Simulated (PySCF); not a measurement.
# FH6NSi2: electronic excitations at several levels of theory

Aim: compute the electronic excitations of FH6NSi2 (`N[SiH2][SiH2]F`) at several levels, and see how far they spread and what each costs.

Computed with PySCF 2.14.0, with density-fitted response routines of our own, on a single molecule in the gas phase. Atoms are numbered from 0 throughout.

### 1 Starting geometry

10 atoms, charge 0, multiplicity 1; geometry from: GFN2-xTB. The atoms were then displaced at random by about 0.01 Å, so the start is not that level's minimum.

Bonds of the start (Å): N0–Si1 1.70, Si1–Si2 2.29, Si2–F3 1.66, N0–H4 1.02, N0–H5 1.04, Si1–H6 1.48, Si1–H7 1.46, Si2–H8 1.48, Si2–H9 1.45.

### 2 Optimising the geometry at PBE0-D3(BJ)/def2-SVP

What the job is given:

```
{"job": {"xc": "PBE0", "basis": "def2-SVP", "d3": "d3bj", "grid": 1, "shake": 0.01, "kind": "geom"}, "charge": 0, "multiplicity": 1}
N     -1.657930     0.058220    -0.567500
Si    -0.505480    -0.451560     0.570320
Si     1.500270     0.273550    -0.250880
F      2.689320    -0.420920     0.670550
H     -2.631970    -0.236610    -0.474140
H     -1.682180     1.045940    -0.886290
H     -0.737280     0.018230     1.955360
H     -0.673560    -1.896800     0.603850
H      1.827340     1.703730    -0.060650
H      1.921910    -0.114720    -1.581690
```

Run with:

```bash
> OMP_NUM_THREADS=1 python probes_run.py task.json out
```

One launch serves the whole session: the jobs run in the order shown.

Standard output:

```text
step   0  E = -736.53616857  max force = 0.037900
step   1  E = -736.54593795  max force = 0.007433
step   2  E = -736.54640749  max force = 0.001191
step   3  E = -736.54648074  max force = 0.000808
step   4  E = -736.54655454  max force = 0.001239
step   5  E = -736.54661045  max force = 0.001056
step   6  E = -736.54667787  max force = 0.000946
step   7  E = -736.54673221  max force = 0.000769
step   8  E = -736.54676322  max force = 0.000697
step   9  E = -736.54678922  max force = 0.000563
step  10  E = -736.54681814  max force = 0.000574
step  11  E = -736.54682932  max force = 0.000255
optimisation converged
```

Run time: 34 s. Hardware: 1 thread of Arm Neoverse V1, shared host; peak memory 0.39 GiB.

Relaxation path:

| step | energy from step 0 (eV) | largest force component (eV/Å) |
| --- | --- | --- |
| 0 | 0.0000 | 1.9489 |
| 1 | -0.2658 | 0.3822 |
| 2 | -0.2786 | 0.0612 |
| 3 | -0.2806 | 0.0415 |
| 4 | -0.2826 | 0.0637 |
| 5 | -0.2841 | 0.0543 |
| 6 | -0.2860 | 0.0486 |
| 7 | -0.2875 | 0.0395 |
| 8 | -0.2883 | 0.0358 |
| 9 | -0.2890 | 0.0290 |
| 10 | -0.2898 | 0.0295 |
| 11 | -0.2901 | 0.0131 |

Distances of close pairs at the start and the end, largest changes first:

| bond | before (Å) | after (Å) | change (Å) |
| --- | --- | --- | --- |
| Si1–Si2 | 2.285 | 2.344 | +0.059 |
| Si2–H9 | 1.449 | 1.493 | +0.044 |
| N0–Si1 | 1.698 | 1.739 | +0.042 |
| Si1–H7 | 1.455 | 1.494 | +0.039 |
| N0–H5 | 1.038 | 1.014 | -0.024 |
| Si1–H6 | 1.481 | 1.504 | +0.023 |
| Si2–F3 | 1.657 | 1.635 | -0.022 |
| Si2–H8 | 1.479 | 1.497 | +0.017 |

The final coordinates are the input of the step that follows.

```
                         at the end point                 value
  point group (found at 0.08 Å tolerance)                    C1
rotational constants (GHz, main isotopes)  11.008, 1.988, 1.767
                        dipole moment (D)                  2.86
```

### 3 Ultraviolet spectrum: PBE0/def2-TZVP

What the job is given:

```
{"job": {"kind": "uv", "xc": "PBE0", "basis": "def2-TZVP"}, "charge": 0, "multiplicity": 1}
N     -1.662826     0.273623    -0.504408
Si    -0.518279    -0.493820     0.557096
Si     1.581596     0.181481    -0.236881
F      2.772054    -0.267677     0.789627
H     -2.596738    -0.114146    -0.585582
H     -1.699199     1.286654    -0.543149
H     -0.633557    -0.170392     2.021156
H     -0.702926    -1.969963     0.415547
H      1.629755     1.671840    -0.364094
H      1.880918    -0.417665    -1.571394
```

Level: TDDFT PBE0/def2-TZVP, vertical, gas phase, core orbitals frozen in the response.

Standard output:

```text
coarse grid: 9120 points
cycle   1  E = -736.8722576349  dE =  1.258e-02  |g| = 6.553e-01  |ddm| = 2.271e+00
cycle   2  E = -736.7630006975  dE =  1.093e-01  |g| = 1.052e+00  |ddm| = 8.610e-01
cycle   3  E = -736.9470736135  dE = -1.841e-01  |g| = 5.420e-02  |ddm| = 5.491e-01
cycle   4  E = -736.9473315027  dE = -2.579e-04  |g| = 3.488e-02  |ddm| = 4.457e-02
cycle   5  E = -736.9475475887  dE = -2.161e-04  |g| = 7.466e-03  |ddm| = 2.318e-02
cycle   6  E = -736.9475593211  dE = -1.173e-05  |g| = 7.563e-04  |ddm| = 5.014e-03
cycle   7  E = -736.9475594581  dE = -1.369e-07  |g| = 2.730e-04  |ddm| = 1.010e-03
final grid: 78680 points
cycle   8  E = -736.9456639300  dE = -2.520e-05  |g| = 6.068e-03  |ddm| = 1.341e-02
cycle   9  E = -736.9456553605  dE =  8.570e-06  |g| = 8.885e-03  |ddm| = 8.057e-03
cycle  10  E = -736.9456710292  dE = -1.567e-05  |g| = 2.130e-04  |ddm| = 4.897e-03
cycle  11  E = -736.9456710392  dE = -1.003e-08  |g| = 7.637e-05  |ddm| = 2.301e-04
cycle  12  E = -736.9456710405  dE = -1.287e-09  |g| = 3.746e-05  |ddm| = 7.273e-05
cycle  13  E = -736.9456710407  dE = -2.099e-10  |g| = 8.281e-06  |ddm| = 1.920e-05
converged SCF energy = -736.9456710407

Static polarisability (au): isotropic 61.452, principal 55.986 58.043 70.326

Singlet excitations
state   eV       nm        f      main configurations
  1   5.2847    234.6   0.00323   H->L 0.99
  2   6.4178    193.2   0.03428   H-1->L 0.95
  3   6.6423    186.7   0.02265   H->L+1 0.94
  4   7.2127    171.9   0.00546   H-2->L 0.86
  5   7.2679    170.6   0.00261   H->L+2 0.71, H->L+3 0.11, H-2->L 0.09
  6   7.4732    165.9   0.11115   H->L+3 0.81, H->L+2 0.12
  7   7.6765    161.5   0.01815   H-1->L+1 0.71, H->L+4 0.15
  8   7.8091    158.8   0.07660   H->L+4 0.74, H-1->L+1 0.13
  9   7.8734    157.5   0.01137   H-3->L 0.90
 10   8.1438    152.2   0.01501   H->L+5 0.80

Triplet excitations (Tamm-Dancoff, eV): 4.8066 5.7533 5.8353 6.8007
```

Wall time 16 s (1 thread of Arm Neoverse V1, shared host); peak memory 0.74 GiB.

The orbitals next to the gap, with their largest atomic shares:

| orbital | eV | atoms |
| --- | --- | --- |
| HOMO−3 | -10.02 | Si1 34 %, H7 19 %, H6 12 % |
| HOMO−2 | -9.40 | Si2 31 %, H9 21 %, H8 16 % |
| HOMO−1 | -8.52 | Si1 29 %, N0 26 %, Si2 24 % |
| HOMO | -7.45 | N0 46 %, Si1 22 %, Si2 14 % |
| LUMO | -0.77 | Si2 45 %, Si1 36 %, H4 5 % |
| LUMO+1 | 0.39 | Si2 42 %, Si1 38 %, H9 6 % |
| LUMO+2 | 1.13 | Si2 45 %, Si1 23 %, H5 9 % |

With each of the 10 states as a Gaussian band of 0.4 eV half-width at 1/e, the curve within the window shown has maxima at 235 nm (ε 130), 190 nm (ε 2,200), 163 nm (ε 7,700) L/(mol cm). Beyond the last state computed it falls off for lack of states. The curve at chosen wavelengths:

```json
{"nm": "147", "ε (L/mol/cm)": "688"}
{"nm": "152", "ε (L/mol/cm)": "2667"}
{"nm": "156", "ε (L/mol/cm)": "5149"}
{"nm": "161", "ε (L/mol/cm)": "7478"}
{"nm": "166", "ε (L/mol/cm)": "7071"}
{"nm": "170", "ε (L/mol/cm)": "5106"}
{"nm": "175", "ε (L/mol/cm)": "2662"}
{"nm": "180", "ε (L/mol/cm)": "1702"}
{"nm": "184", "ε (L/mol/cm)": "1816"}
{"nm": "189", "ε (L/mol/cm)": "2142"}
{"nm": "194", "ε (L/mol/cm)": "2020"}
{"nm": "198", "ε (L/mol/cm)": "1586"}
{"nm": "203", "ε (L/mol/cm)": "936"}
{"nm": "208", "ε (L/mol/cm)": "446"}
{"nm": "213", "ε (L/mol/cm)": "190"}
{"nm": "217", "ε (L/mol/cm)": "110"}
{"nm": "222", "ε (L/mol/cm)": "93"}
{"nm": "227", "ε (L/mol/cm)": "112"}
{"nm": "231", "ε (L/mol/cm)": "126"}
{"nm": "236", "ε (L/mol/cm)": "130"}
{"nm": "241", "ε (L/mol/cm)": "116"}
{"nm": "245", "ε (L/mol/cm)": "96"}
{"nm": "250", "ε (L/mol/cm)": "68"}
{"nm": "255", "ε (L/mol/cm)": "44"}
{"nm": "259", "ε (L/mol/cm)": "28"}
{"nm": "264", "ε (L/mol/cm)": "15"}
```

Ground-state properties from the same run:

```
           property  computed
  dipole moment (D)      2.76
polarisability (Å³)      9.11
 HOMO–LUMO gap (eV)      6.68
      −ε(HOMO) (eV)      7.45
```

### 4 Excited states and response: PBE0/aug-cc-pVDZ

The job, as its differences from that of step 3:

```diff
@@ -1,2 +1,2 @@
-{"job": {"kind": "uv", "xc": "PBE0", "basis": "def2-TZVP"}, "charge": 0, "multiplicity": 1}
+{"job": {"kind": "uv", "xc": "PBE0", "basis": "aug-cc-pVDZ"}, "charge": 0, "multiplicity": 1}
 N     -1.662826     0.273623    -0.504408
```

Level: TDDFT PBE0/aug-cc-pVDZ, vertical, gas phase, core orbitals frozen in the response.

Standard output:

```text
coarse grid: 9120 points
cycle   1  E = -736.7872301921  dE =  5.830e-02  |g| = 5.988e-01  |ddm| = 6.116e+00
cycle   2  E = -736.6880666708  dE =  9.916e-02  |g| = 9.581e-01  |ddm| = 2.032e+00
cycle   3  E = -736.8559583240  dE = -1.679e-01  |g| = 4.447e-02  |ddm| = 1.171e+00
cycle   4  E = -736.8561822530  dE = -2.239e-04  |g| = 2.863e-02  |ddm| = 1.144e-01
cycle   5  E = -736.8563443197  dE = -1.621e-04  |g| = 5.873e-03  |ddm| = 4.623e-02
cycle   6  E = -736.8563528936  dE = -8.574e-06  |g| = 6.281e-04  |ddm| = 1.204e-02
final grid: 78680 points
cycle   7  E = -736.8667708130  dE = -8.423e-06  |g| = 5.454e-03  |ddm| = 5.537e-02
cycle   8  E = -736.8667626522  dE =  8.161e-06  |g| = 8.201e-03  |ddm| = 1.856e-02
cycle   9  E = -736.8667774434  dE = -1.479e-05  |g| = 2.446e-04  |ddm| = 1.113e-02
cycle  10  E = -736.8667774613  dE = -1.792e-08  |g| = 1.070e-04  |ddm| = 8.106e-04
cycle  11  E = -736.8667774631  dE = -1.793e-09  |g| = 5.119e-05  |ddm| = 1.864e-04
cycle  12  E = -736.8667774636  dE = -4.918e-10  |g| = 6.170e-06  |ddm| = 8.457e-05
converged SCF energy = -736.8667774636

Static polarisability (au): isotropic 66.896, principal 60.654 63.751 76.281

Singlet excitations
state   eV       nm        f      main configurations
  1   5.2059    238.2   0.00510   H->L 0.98
  2   6.2511    198.3   0.02323   H->L+1 0.72, H-1->L 0.24
  3   6.4280    192.9   0.00624   H-1->L 0.70, H->L+1 0.24
  4   6.6898    185.3   0.00853   H->L+3 0.81, H->L+2 0.10
  5   6.7548    183.5   0.09299   H->L+2 0.84
  6   6.9893    177.4   0.04653   H->L+4 0.88
  7   7.1710    172.9   0.00975   H-2->L 0.50, H->L+5 0.41
  8   7.2116    171.9   0.01579   H->L+5 0.50, H-2->L 0.42
  9   7.3344    169.0   0.00409   H-1->L+1 0.44, H->L+6 0.37, H->L+7 0.10
 10   7.4527    166.4   0.00595   H->L+6 0.47, H-1->L+1 0.46

Triplet excitations (Tamm-Dancoff, eV): 4.8125 5.7056 5.9165 6.3339
```

It took 14 s on 1 thread of Arm Neoverse V1, shared host; peak memory 0.7 GiB.

This run: HOMO -7.45 eV, LUMO -0.93 eV; lowest singlet 5.21 eV.

### 5 Ultraviolet spectrum: PBE0/def2-TZVPD

The job, as its differences from that of step 4:

```diff
@@ -1,2 +1,2 @@
-{"job": {"kind": "uv", "xc": "PBE0", "basis": "aug-cc-pVDZ"}, "charge": 0, "multiplicity": 1}
+{"job": {"kind": "uv", "xc": "PBE0", "basis": "def2-TZVPD"}, "charge": 0, "multiplicity": 1}
 N     -1.662826     0.273623    -0.504408
```

Method: TDDFT PBE0/def2-TZVPD, vertical, gas phase, core orbitals frozen in the response.

Standard output:

```text
coarse grid: 9120 points
cycle   1  E = -736.8744300125  dE =  1.333e-02  |g| = 6.555e-01  |ddm| = 2.319e+00
cycle   2  E = -736.7598140219  dE =  1.146e-01  |g| = 1.066e+00  |ddm| = 8.741e-01
cycle   3  E = -736.9493078023  dE = -1.895e-01  |g| = 5.498e-02  |ddm| = 5.414e-01
cycle   4  E = -736.9495673041  dE = -2.595e-04  |g| = 3.546e-02  |ddm| = 4.302e-02
cycle   5  E = -736.9497906930  dE = -2.234e-04  |g| = 7.844e-03  |ddm| = 2.234e-02
cycle   6  E = -736.9498035454  dE = -1.285e-05  |g| = 7.612e-04  |ddm| = 5.265e-03
cycle   7  E = -736.9498036841  dE = -1.387e-07  |g| = 2.763e-04  |ddm| = 1.134e-03
final grid: 78680 points
cycle   8  E = -736.9479092225  dE = -2.601e-05  |g| = 6.085e-03  |ddm| = 3.183e-02
cycle   9  E = -736.9479002325  dE =  8.990e-06  |g| = 9.008e-03  |ddm| = 7.429e-03
cycle  10  E = -736.9479163882  dE = -1.616e-05  |g| = 2.238e-04  |ddm| = 4.651e-03
cycle  11  E = -736.9479163989  dE = -1.077e-08  |g| = 8.398e-05  |ddm| = 2.414e-04
cycle  12  E = -736.9479164004  dE = -1.472e-09  |g| = 4.368e-05  |ddm| = 8.017e-05
cycle  13  E = -736.9479164007  dE = -2.851e-10  |g| = 8.471e-06  |ddm| = 2.254e-05
converged SCF energy = -736.9479164007

Static polarisability (au): isotropic 66.421, principal 60.290 63.090 75.883

Singlet excitations
state   eV       nm        f      main configurations
  1   5.2123    237.9   0.00378   H->L 0.99
  2   6.3052    196.6   0.03358   H-1->L 0.75, H->L+1 0.21
  3   6.4445    192.4   0.00866   H->L+1 0.76, H-1->L 0.20
  4   6.7724    183.1   0.00925   H->L+2 0.90
  5   7.0401    176.1   0.11385   H->L+3 0.93
  6   7.1443    173.5   0.00765   H-2->L 0.92
  7   7.2834    170.2   0.03744   H->L+4 0.88
  8   7.4073    167.4   0.01486   H-1->L+1 0.63, H->L+5 0.26
  9   7.6097    162.9   0.02597   H->L+5 0.64, H-1->L+1 0.28
 10   7.7851    159.3   0.00626   H-3->L 0.89

Triplet excitations (Tamm-Dancoff, eV): 4.7605 5.6716 5.7536 6.4943
```

Wall time 23 s (1 thread of Arm Neoverse V1, shared host); peak memory 0.83 GiB.

This run: HOMO -7.50 eV, LUMO -0.92 eV; lowest singlet 5.21 eV.

### 6 Excited states and response: PBE0/6-31+G*

The job, as its differences from that of step 5:

```diff
@@ -1,2 +1,2 @@
-{"job": {"kind": "uv", "xc": "PBE0", "basis": "def2-TZVPD"}, "charge": 0, "multiplicity": 1}
+{"job": {"kind": "uv", "xc": "PBE0", "basis": "6-31+G*"}, "charge": 0, "multiplicity": 1}
 N     -1.662826     0.273623    -0.504408
```

With the program's defaults for keys left out, this is: TDDFT PBE0/6-31+G*, vertical, gas phase, core orbitals frozen in the response.

Standard output:

```text
coarse grid: 9120 points
cycle   1  E = -736.7870395214  dE =  3.091e-02  |g| = 5.855e-01  |ddm| = 2.742e+00
cycle   2  E = -736.6959057096  dE =  9.113e-02  |g| = 9.276e-01  |ddm| = 1.109e+00
cycle   3  E = -736.8532441662  dE = -1.573e-01  |g| = 4.186e-02  |ddm| = 6.524e-01
cycle   4  E = -736.8534300449  dE = -1.859e-04  |g| = 2.781e-02  |ddm| = 6.574e-02
cycle   5  E = -736.8535861310  dE = -1.561e-04  |g| = 5.288e-03  |ddm| = 2.684e-02
cycle   6  E = -736.8535928412  dE = -6.710e-06  |g| = 6.040e-04  |ddm| = 6.808e-03
final grid: 78680 points
cycle   7  E = -736.8172636372  dE = -8.311e-06  |g| = 5.622e-03  |ddm| = 1.401e-02
cycle   8  E = -736.8172548890  dE =  8.748e-06  |g| = 8.471e-03  |ddm| = 1.114e-02
cycle   9  E = -736.8172707616  dE = -1.587e-05  |g| = 1.838e-04  |ddm| = 6.849e-03
cycle  10  E = -736.8172707696  dE = -7.977e-09  |g| = 1.160e-04  |ddm| = 3.700e-04
cycle  11  E = -736.8172707717  dE = -2.126e-09  |g| = 4.440e-05  |ddm| = 9.966e-05
cycle  12  E = -736.8172707721  dE = -3.893e-10  |g| = 4.250e-06  |ddm| = 4.423e-05
converged SCF energy = -736.8172707721

Static polarisability (au): isotropic 58.990, principal 54.162 55.708 67.101

Singlet excitations
state   eV       nm        f      main configurations
  1   5.2235    237.4   0.00445   H->L 0.99
  2   6.3725    194.6   0.03174   H-1->L 0.67, H->L+1 0.30
  3   6.5429    189.5   0.00197   H->L+1 0.68, H-1->L 0.30
  4   6.9213    179.1   0.11643   H->L+2 0.95
  5   7.0259    176.5   0.01225   H->L+3 0.80, H->L+4 0.12
  6   7.2568    170.9   0.00374   H-2->L 0.84, H->L+4 0.10
  7   7.3009    169.8   0.03995   H->L+4 0.65, H->L+3 0.16
  8   7.5231    164.8   0.02475   H->L+5 0.53, H-1->L+1 0.30
  9   7.6009    163.1   0.02432   H-1->L+1 0.62, H->L+5 0.32
 10   7.8972    157.0   0.03618   H-3->L 0.73, H->L+6 0.12, H-1->L+2 0.10

Triplet excitations (Tamm-Dancoff, eV): 4.8590 5.7846 6.2146 6.5275
```

It took 7.2 s on 1 thread of Arm Neoverse V1, shared host; peak memory 0.47 GiB.

In short: HOMO -7.46 eV, LUMO -0.90 eV; lowest singlet 5.22 eV.

### 7 Run by run: electronic excitations

Excitations and ground-state properties, with basis size and wall time:

```
             run  lowest singlet (eV)  brightest (eV)      f  gap (eV)  α (Å³)  μ (D)  functions   time
  PBE0/def2-TZVP                 5.28            7.47  0.111      6.68    9.11   2.76        172   16 s
PBE0/aug-cc-pVDZ                 5.21            6.75  0.093      6.52    9.91   2.69        154   14 s
 PBE0/def2-TZVPD                 5.21            7.04  0.114      6.57    9.84   2.68        217   23 s
    PBE0/6-31+G*                 5.22            6.92  0.116      6.57    8.74   2.85         92  7.2 s
```

### 8 Results

```
                                quantity                        value
                             point group                           C1
    rotational constants (main isotopes)        11.01, 1.99, 1.77 GHz
         lowest singlet (PBE0/def2-TZVP)  5.28 eV (235 nm), f = 0.003
brightest single state of those computed  state 6, 7.47 eV, f = 0.111
                          lowest triplet                      4.81 eV
             range of the lowest singlet              5.21 to 5.28 eV
```

In words: Single values in the summary come from the first sound run of each kind (PBE0/def2-TZVP), which need not be the best level. The start of the PBE0/def2-SVP relaxation was shaken at random by about 0.01 Å, so part of the energy gained, and of the first lengths quoted, undoes that. The optimisation took 11 steps and gained 0.290 eV; among the close pairs (by a distance rule), Si1–Si2 changed most, from 2.285 to 2.344 Å. No frequency check was run at this level, so the end point may be a saddle. The lowest singlet, at 5.28 eV, is HOMO→LUMO 0.99 and is weak; of the 10 states computed, the strongest absorption comes from state 6 at 7.47 eV. The lowest triplet lies 0.48 eV below the lowest singlet (triplets in Tamm-Dancoff, singlets in full TDDFT). At PBE0/def2-TZVP, states above −ε(HOMO) (7.45 eV) lie where TDDFT describes them poorly and they hang on the basis; the brightest is among them. The basis of PBE0/def2-TZVP has no diffuse functions, so Rydberg states are missing and the high states are unreliable. The lowest singlet runs from 5.21 eV (PBE0/aug-cc-pVDZ) to 5.28 eV (PBE0/def2-TZVP), while the orbital gap spans 6.52 to 6.68 eV. The lowest state need not be the same one in every run.
